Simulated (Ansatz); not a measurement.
# Mn2Zn: the cost of one run

Method: DFT PBE, scalar-relativistic, plane waves, PAW, in Ansatz 0.2.0.

## 1. The starting structure

Symmetry: Fm-3m, No. 225, cubic system. Conventional cell: a = 5.396 Å, b = 5.396 Å, c = 5.396 Å, α = 90.00°, β = 90.00°, γ = 90.00°. Around Mn (site symmetry -43m) lie 4 Zn at 2.34 Å. Zn (site symmetry m-3m) is surrounded by 8 Mn at 2.34 Å.

Coordinates:

```cif
data_structure
_symmetry_space_group_name_H-M 'P 1'
_symmetry_Int_Tables_number 1
_cell_length_a 3.8155
_cell_length_b 3.8155
_cell_length_c 3.8155
_cell_angle_alpha 60.000
_cell_angle_beta 60.000
_cell_angle_gamma 60.000
_cell_volume 39.28
loop_
_atom_site_label
_atom_site_type_symbol
_atom_site_fract_x
_atom_site_fract_y
_atom_site_fract_z
_atom_site_occupancy
Mn1 Mn 0.25000 0.25000 0.25000 1
Mn2 Mn 0.75000 0.75000 0.75000 1
Zn1 Zn 0.00000 0.00000 0.00000 1
```

(A quick probe on a coarse mesh, which set the mesh and smearing, is not shown.)

## 3. Coarse relaxation

input.yaml

```yaml
crystal:
  lattice:
    - [0.0, 2.6979912068, 2.6979912068]
    - [2.6979912068, 0.0, 2.6979912068]
    - [2.6979912068, 2.6979912068, 0.0]
  atoms:
    - { symbol: Mn, position: [0.25, 0.25, 0.25], spin: 2.95 }
    - { symbol: Mn, position: [0.75, 0.75, 0.75], spin: 2.95 }
    - { symbol: Zn, position: [0.0, 0.0, 0.0] }
basis:
  ecutwfc: 420
kpoints:
  mp_grid: { grid: [6, 6, 6] }
hamiltonian:
  xc: pbe
scf:
  occupations: { method: gaussian, width: 0.1 }
  lower_state_search: "off"
output:
  forces: true
  stress: true
  eigenvalues: true
  populations: true
magnetization:
  spin_polarized: true
relax:
  adjacent_minimum: "off"
  f_tol: 0.04
  max_steps: 70
  cell: { stress_tol: 0.4 }
```

Started as:

```console
ansatz run input.yaml --threads 1 --pin off --max-ram 2560MiB --backend cpu --events-out ev --progress --plain --runs-dir out
```

What time and memory should one allow on 1 thread of Intel Xeon 6975P-C (Granite Rapids), shared host?

About 10 s, with a peak of 0.39 GiB.
